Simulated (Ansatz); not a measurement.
# Ga in Ansatz: notebook, part 2 of 2

Ansatz 0.2.0.

## (3) Work function, LDA

The input, input.yaml:

```yaml
crystal:
  lattice:
    - [4.33047, 0.0, 0.0]
    - [-2.16523, 3.7503, 0.0]
    - [0.0, 0.0, 23.8]
  atoms:
    - { symbol: Ga, position: [0.33333, 0.66667, 0.29412] }
    - { symbol: Ga, position: [0.66667, 0.33333, 0.29412] }
  periodic: [true, true, false]
kpoints:
  mp_grid: { grid: [7, 7, 1] }
scf:
  occupations: { method: fermi_dirac, width: 0.05 }
hamiltonian:
  xc: lda
  pseudopotentials: { kind: all_electron, lapw: { basis_error: 0.002 } }
output:
  forces: true
  stress: true
  eigenvalues: true
```

Potentials or basis: all-electron LAPW, scalar-relativistic.

Command:

```
$ ansatz run input.yaml --threads 4 --pin off --max-ram 12288MiB --backend cpu --events-out ev --progress --plain --runs-dir out
```

The log of the run:

```text
Warning: the atoms were moved onto the symmetric positions of the space group found under crystal.symmetry.tolerance 1.0e-5 (fractional; no operation is sought that the atoms, as they stand in a round, miss by more than twice it, and no atom is moved by as much as it), and the run uses the moved positions. Before a round's move an operation carried an atom to 4.33e-5 Å from where it should land, the largest such distance. Atom 0 (counting from 0) moved farthest, by 2.50e-5 Å; the longest move in fractions of the cell, of whichever atom, is 0.47 of the tolerance, in 1 round. To run the atoms as typed, lower crystal.symmetry.tolerance until the operations that they miss are no longer found, or set crystal.symmetry.detect: false (a key that needs symmetry detection or time reversal refuses this as the deck is read). The positions used, in the order of the run's atom list: position: [0.3333333333333333, 0.6666666666666666, 0.29412]; position: [0.6666666666666666, 0.3333333333333333, 0.29412]; The lattice was moved too: crystal.lattice keeps the space group found at crystal.symmetry.tolerance 1.0e-5 only nearly: the operation that it misses by the most changes a squared length by the fraction 2.70e-6. The run uses the lattice that is a stretch of the typed one, with no rotation, onto the one that keeps every operation to a double's rounding (on a very oblique basis the stretch itself rounds by more); the deck's lattice vector that moved farthest moved by 3.36e-6 Å. To run the lattice as typed, set crystal.symmetry.tolerance under 3.82e-8, the least fraction by which an operation that the lattice misses changes a squared length (the same key also sets how far an atom may lie from its image, so lowering it can lose operations that the atoms keep only within it), or set crystal.symmetry.detect: false, as for the atoms. crystal.lattice made exact, in Å and degrees: [[4.3304717145431555, -2.8867513457211804e-6, 0.0], [-2.165233357271578, 3.750299958539999, 0.0], [0.0, 0.0, 23.8]]. Pasted over the deck's crystal.lattice, beside positions in fractional coordinates, it runs the same cell (given as lengths and angles, that cell in the form's own orientation, a rigid turn of the misfit's size from the one run here, for which a checkpoint.post_process_only pass over this run's state can be refused: where this run relaxes nothing, give such a pass this deck's own crystal.lattice, as typed; behind a relaxation, as crystal.lattice, the state's own cell, identity.cell in its checkpoint.json), and a matrix so pasted ends this notice, except on a very skew basis of the lattice, where the rounding of the pasted numbers themselves can read as a misfit: the cell is then moved again, and that move is told again. The lattice as run is in this notice's lattice.as_run_ang field (Run.prep()["deck_notices"] in Python, the deck_notice line of an events file, deck_notices of ansatz run --dry-run=json, or deck_notices in record.json in the deck's checkpoint.write directory).
Warning: RAYON_NUM_THREADS=4 ignored (pool sized by the plan → 4); use --threads N
LAPW: plane waves up to 8.620 Å⁻¹, error target 2.0e-3 eV per atom; small_component_spin mean_spin; Ga in spheres of 1.250 Å, 21 of its electrons in bands, Dirac shells [] (how accurate: hamiltonian.pseudopotentials.lapw.basis_error, Limitations)
[... 58 lines left out ...]
  k-point 2: bands = ["-147.2498", "-147.2479", "-98.5375", "-98.5357", "-98.4429", "-98.4400", "-98.4283", "-98.4254", "-19.5166", "-19.4626", "-19.4472", "-19.4098", "-19.3727", "-19.2122", "-19.1906", "-19.1683", "-19.0650", "-19.0544", "-12.0589", "-7.4964", "-4.6958", "-4.3801", "-1.6893", "-0.2528", "-0.1527", "0.7058"]
  k-point 7: bands = ["-147.2491", "-147.2486", "-98.5369", "-98.5364", "-98.4436", "-98.4359", "-98.4325", "-98.4247", "-19.5770", "-19.4656", "-19.4634", "-19.4301", "-19.3182", "-19.2700", "-19.1584", "-19.1515", "-19.1166", "-18.9257", "-10.6699", "-9.5194", "-6.2928", "-3.2642", "-2.1215", "0.9173", "1.4967", "1.5043"]
  the weakly bound empty levels are not read free of the cell's end (augmented_plane_waves)
```

Run time: 3.9 s. Hardware: 4 threads of Arm Neoverse V2, shared host; peak memory 0.61 GiB.

Results:

```yaml
Free_energy: -105646.1377 eV
Band_gap_on_the_k_mesh: none (metal or under the smearing width)
Work_function: 4.61 eV
```

## (4) Work function, PBEsol

input.yaml, as its differences from that of step 3:

```diff
@@ -14,3 +14,3 @@
 hamiltonian:
-  xc: lda
+  xc: pbesol
   pseudopotentials: { kind: all_electron, lapw: { basis_error: 0.002 } }
```

Potentials or basis: all-electron LAPW, scalar-relativistic.

Command:

```
$ ansatz run input.yaml --threads 4 --pin off --max-ram 12288MiB --backend cpu --events-out ev --progress --plain --runs-dir out
```

The log of the run:

```text
Warning: the atoms were moved onto the symmetric positions of the space group found under crystal.symmetry.tolerance 1.0e-5 (fractional; no operation is sought that the atoms, as they stand in a round, miss by more than twice it, and no atom is moved by as much as it), and the run uses the moved positions. Before a round's move an operation carried an atom to 4.33e-5 Å from where it should land, the largest such distance. Atom 0 (counting from 0) moved farthest, by 2.50e-5 Å; the longest move in fractions of the cell, of whichever atom, is 0.47 of the tolerance, in 1 round. To run the atoms as typed, lower crystal.symmetry.tolerance until the operations that they miss are no longer found, or set crystal.symmetry.detect: false (a key that needs symmetry detection or time reversal refuses this as the deck is read). The positions used, in the order of the run's atom list: position: [0.3333333333333333, 0.6666666666666666, 0.29412]; position: [0.6666666666666666, 0.3333333333333333, 0.29412]; The lattice was moved too: crystal.lattice keeps the space group found at crystal.symmetry.tolerance 1.0e-5 only nearly: the operation that it misses by the most changes a squared length by the fraction 2.70e-6. The run uses the lattice that is a stretch of the typed one, with no rotation, onto the one that keeps every operation to a double's rounding (on a very oblique basis the stretch itself rounds by more); the deck's lattice vector that moved farthest moved by 3.36e-6 Å. To run the lattice as typed, set crystal.symmetry.tolerance under 3.82e-8, the least fraction by which an operation that the lattice misses changes a squared length (the same key also sets how far an atom may lie from its image, so lowering it can lose operations that the atoms keep only within it), or set crystal.symmetry.detect: false, as for the atoms. crystal.lattice made exact, in Å and degrees: [[4.3304717145431555, -2.8867513457211804e-6, 0.0], [-2.165233357271578, 3.750299958539999, 0.0], [0.0, 0.0, 23.8]]. Pasted over the deck's crystal.lattice, beside positions in fractional coordinates, it runs the same cell (given as lengths and angles, that cell in the form's own orientation, a rigid turn of the misfit's size from the one run here, for which a checkpoint.post_process_only pass over this run's state can be refused: where this run relaxes nothing, give such a pass this deck's own crystal.lattice, as typed; behind a relaxation, as crystal.lattice, the state's own cell, identity.cell in its checkpoint.json), and a matrix so pasted ends this notice, except on a very skew basis of the lattice, where the rounding of the pasted numbers themselves can read as a misfit: the cell is then moved again, and that move is told again. The lattice as run is in this notice's lattice.as_run_ang field (Run.prep()["deck_notices"] in Python, the deck_notice line of an events file, deck_notices of ansatz run --dry-run=json, or deck_notices in record.json in the deck's checkpoint.write directory).
Warning: RAYON_NUM_THREADS=4 ignored (pool sized by the plan → 4); use --threads N
LAPW: plane waves up to 8.613 Å⁻¹, error target 2.0e-3 eV per atom; small_component_spin mean_spin; Ga in spheres of 1.250 Å, 21 of its electrons in bands, Dirac shells [] (how accurate: hamiltonian.pseudopotentials.lapw.basis_error, Limitations)
[... 58 lines left out ...]
  k-point 2: bands = ["-147.5431", "-147.5413", "-98.5148", "-98.5130", "-98.4146", "-98.4117", "-98.4002", "-98.3974", "-19.2185", "-19.1599", "-19.1478", "-19.1135", "-19.0763", "-18.9151", "-18.8938", "-18.8709", "-18.7633", "-18.7513", "-11.8223", "-7.2508", "-4.4928", "-4.1865", "-1.4579", "-0.0311", "0.0370", "0.7596"]
  k-point 7: bands = ["-147.5425", "-147.5420", "-98.5141", "-98.5136", "-98.4153", "-98.4076", "-98.4043", "-98.3967", "-19.2748", "-19.1661", "-19.1656", "-19.1339", "-19.0216", "-18.9731", "-18.8598", "-18.8540", "-18.8161", "-18.6221", "-10.4264", "-9.2727", "-6.1144", "-3.0569", "-1.9095", "1.1247", "1.7037", "1.7492"]
  the weakly bound empty levels are not read free of the cell's end (augmented_plane_waves)
```

It took 4.2 s on 4 threads of Arm Neoverse V2, shared host; peak memory 0.61 GiB.

What came out:

```yaml
Free_energy: -105718.5171 eV
Band_gap_on_the_k_mesh: none (metal or under the smearing width)
Work_function: 4.42 eV
```

## (5) Projected density of states, PBE

input.yaml, as its differences from that of step 4:

```diff
@@ -11,2 +11,13 @@
   mp_grid: { grid: [7, 7, 1] }
+  band_path:
+    path:
+      - [0.0, 0.0, 0.0]
+      - [0.5, 0.0, 0.0]
+      - [0.3333333333, 0.3333333333, 0.0]
+      - [0.0, 0.0, 0.0]
+      - [0.0, 0.0, 0.5]
+      - [0.5, 0.0, 0.5]
+      - [0.3333333333, 0.3333333333, 0.5]
+      - [0.0, 0.0, 0.5]
+    npoints: 6
 scf:
@@ -14,3 +25,3 @@
 hamiltonian:
-  xc: pbesol
+  xc: pbe
   pseudopotentials: { kind: all_electron, lapw: { basis_error: 0.002 } }
@@ -20 +31,4 @@
   eigenvalues: true
+  fatbands: true
+  dos: { projected: true, de: 0.1, e_range: [-10, 8] }
+  populations: true
```

Command:

```
$ ansatz run input.yaml --threads 4 --pin off --max-ram 12288MiB --backend cpu --events-out ev --progress --plain --runs-dir out
```

Run time: 18 s. Hardware: 4 threads of Arm Neoverse V2, shared host; peak memory 0.68 GiB.

The run converged. Its results:

```yaml
Free_energy: -105798.4486 eV
Band_gap_along_the_path: none (metal or under the smearing width)
Work_function: 4.33 eV
```

Levels at the corners of the path, in eV from the Fermi level:
```
point  band 17  band 18  band 19  band 20  band 21  band 22  band 23  band 24  band 25  band 26
    Γ   -14.48   -14.48    -8.18    -0.90     1.28     1.28     1.64     3.43     4.17     4.87
    M   -14.31   -14.29    -6.33    -4.78    -0.21     1.03     2.55     2.60     5.97     6.19
    K   -14.44   -14.21    -5.44    -5.44    -1.86     1.93     1.93     5.36     6.74     6.74
    Γ   -14.48   -14.48    -8.18    -0.90     1.28     1.28     1.64     3.43     4.17     4.87
    A   -14.48   -14.48    -8.18    -0.90     1.28     1.28     1.64     3.43     4.17     4.87
    L   -14.31   -14.29    -6.33    -4.78    -0.21     1.03     2.55     2.60     5.97     6.19
    H   -14.44   -14.21    -5.44    -5.44    -1.86     1.93     1.93     5.36     6.74     6.74
    A   -14.48   -14.48    -8.18    -0.90     1.28     1.28     1.64     3.43     4.17     4.87
```

States per cell in windows of 1 eV (zero at the Fermi level; states under -8 eV left out):
```
from (eV)  total  Ga1 4p  Ga2 4p  Ga1 4s  Ga2 4s  Ga1 3d  Ga2 3d
     -8.0   0.79    0.09    0.09    0.30    0.30    0.00    0.00
     -7.0   1.07    0.16    0.16    0.36    0.36    0.00    0.00
     -6.0   0.00    0.00    0.00    0.00    0.00    0.00    0.00
     -5.0   0.92    0.21    0.21    0.24    0.24    0.00    0.00
     -4.0   0.43    0.11    0.11    0.11    0.11    0.00    0.00
     -3.0   0.29    0.08    0.08    0.07    0.07    0.00    0.00
     -2.0   0.67    0.28    0.28    0.04    0.04    0.00    0.00
     -1.0   1.64    0.76    0.76    0.04    0.04    0.00    0.00
      0.0   1.67    0.82    0.82    0.00    0.00    0.00    0.00
      1.0   0.38    0.18    0.18    0.00    0.00    0.00    0.00
      2.0   1.00    0.38    0.38    0.10    0.10    0.00    0.00
      3.0   1.91    0.52    0.52    0.17    0.17    0.00    0.00
      4.0   2.48    0.36    0.36    0.12    0.12    0.00    0.00
      5.0   2.10    0.10    0.10    0.02    0.02    0.00    0.00
      6.0   0.49    0.05    0.05    0.03    0.03    0.00    0.00
```

## (6) Summary

| task | level | cutoff (eV) | gap on the mesh (eV) | work function (eV) |
| --- | --- | --- | --- | --- |
| work function | PBE | 282 | none | 4.33 |
| work function | LDA | 283 | none | 4.61 |
| work function | PBEsol | 283 | none | 4.42 |
| projected density of states | PBE | 282 | - | 4.33 |

Alike in all rows: potentials or basis all-electron LAPW, scalar-relativistic; no spin polarisation; cell as given; k mesh 7 × 7 × 1; smearing fermi-dirac 0.05 eV; basis error allowed 0.002 eV/atom.

Every run on the cell as given and a fine mesh finds a metal.

Compare energies only between runs with the same functional and basis.
